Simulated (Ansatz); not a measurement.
# MnSb: the cost of one run

Method: DFT PBEsol, scalar-relativistic, plane waves, PAW, in Ansatz 0.2.0.

2 further runs of the same task are left out: 2 set aside as unsound or not needed.

## 1. The structure to begin with

The structure is hexagonal, space group P6_3/mmc (No. 194). Conventional cell: a = 3.989 Å, b = 3.989 Å, c = 5.460 Å, α = 90.00°, β = 90.00°, γ = 120.00°. Mn (site symmetry -3m) has 6 Sb at 2.68 Å and 2 Mn at 2.73 Å as nearest neighbours. Around Sb (site symmetry -6m2) lie 6 Mn at 2.68 Å.

Coordinates:

```
CELL_PARAMETERS angstrom
3.98915 0.00000 0.00000
-1.99457 3.45470 0.00000
0.00000 0.00000 5.46039
ATOMIC_POSITIONS crystal
Mn 0.00000 0.00000 0.00000
Mn 0.00000 0.00000 0.50000
Sb 0.33333 0.66667 0.25000
Sb 0.66667 0.33333 0.75000
```

This cell was relaxed beforehand with the same method: volume 18.81 Å³/atom, gap on the mesh none (metal), site moments up to 2.9 μB.

## 2. Electronic structure at the relaxed geometry

Contents of input.yaml:

```yaml
crystal:
  lattice:
    - [3.9891474625, 0.0, 0.0]
    - [-1.9945737313, 3.454703042, 0.0]
    - [0.0, 0.0, 5.4603927265]
  atoms:
    - { symbol: Mn, position: [0.0, 0.0, 0.0], spin: 3.18 }
    - { symbol: Mn, position: [0.0, 0.0, 0.5], spin: 3.18 }
    - { symbol: Sb, position: [0.3333333333, 0.6666666667, 0.25] }
    - { symbol: Sb, position: [0.6666666667, 0.3333333333, 0.75] }
basis:
  ecutwfc: 420
kpoints:
  mp_grid: { grid: [12, 12, 8] }
  band_path:
    path:
      - [[0.0, 0.0, 0.0], [0.5, 0.0, 0.0], [0.33333333, 0.33333333, 0.0], [0.0, 0.0, 0.0], [0.0, 0.0, 0.5], [0.5, 0.0, 0.5], [0.33333333, 0.33333333, 0.5], [0.0, 0.0, 0.5]]
      - [[0.5, 0.0, 0.5], [0.5, 0.0, 0.0]]
      - [[0.33333333, 0.33333333, 0.5], [0.33333333, 0.33333333, 0.0]]
    npoints: 14
hamiltonian:
  xc: pbesol
scf:
  occupations: { method: gaussian, width: 0.1 }
  n_extra_bands: 10
output:
  forces: true
  stress: true
  eigenvalues: true
  populations: true
  dos: { projected: true, de: 0.02, nscf_kmesh: { grid: [18, 18, 12] } }
  bader: true
  write_density: true
  write_potential: true
  elf: true
  volumetric_format: npy
magnetization:
  spin_polarized: true
checkpoint:
  read: start.run
  write: ck
  compress: false
  write_wavefunctions: false
  write_every: 100000
```

Started as:

```bash
ansatz run input.yaml --threads 1 --pin off --max-ram 2560MiB --backend cpu --events-out ev --progress --plain --runs-dir out
```

Q: Estimate wall time and peak memory on 1 thread of AMD EPYC (Zen 3), shared host.

About 4.3 min, with a peak of 0.87 GiB.
